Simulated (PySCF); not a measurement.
# C2H3BF4: the cost of one run

Programs: PySCF 2.14.0, with density-fitted response routines of our own. Each step states its level of theory. These are calculated values for one molecule in the gas phase, unless marked as measured. Atoms count from 0, in the outputs and in this text.

## (1) The starting structure

10 atoms, charge 0, multiplicity 1; geometry from: PBE0-D3(BJ)/def2-SVP.

Bonds of the start (Å): F0–B1 1.32, B1–C2 1.57, C2–C3 1.50, C3–F4 1.34, C3–F5 1.34, C3–F6 1.34, B1–H7 1.21, C2–H8 1.10, C2–H9 1.10.

## (2) Shielding tensors: B3LYP/pcSseg-2

The job: settings as JSON, then the geometry in Å.

```
{"job": {"kind": "nmr", "xc": "B3LYP", "basis": "pcSseg-2", "pop": false}, "charge": 0, "multiplicity": 1}
F      2.480988    -0.762908     0.264045
B      1.425773    -0.185631    -0.280591
C      0.080328    -0.248203     0.527065
C     -1.111320     0.315212    -0.187027
F     -2.228902     0.219646     0.540604
F     -0.937775     1.609568    -0.479664
F     -1.333867    -0.329402    -1.339307
H      1.573893     0.354314    -1.350235
H      0.219315     0.300487     1.474370
H     -0.127854    -1.293021     0.810037
```

Method: GIAO B3LYP/pcSseg-2 NMR shielding, non-relativistic, gas phase.

Command:

```
OMP_NUM_THREADS=1 python probes_run.py task.json out
```

This one command runs all jobs of the session in turn.

Q: Estimate the wall time and peak memory of this first job on 1 thread of Arm Neoverse V1, shared host.

About 31 s, with a peak of 1.1 GiB.
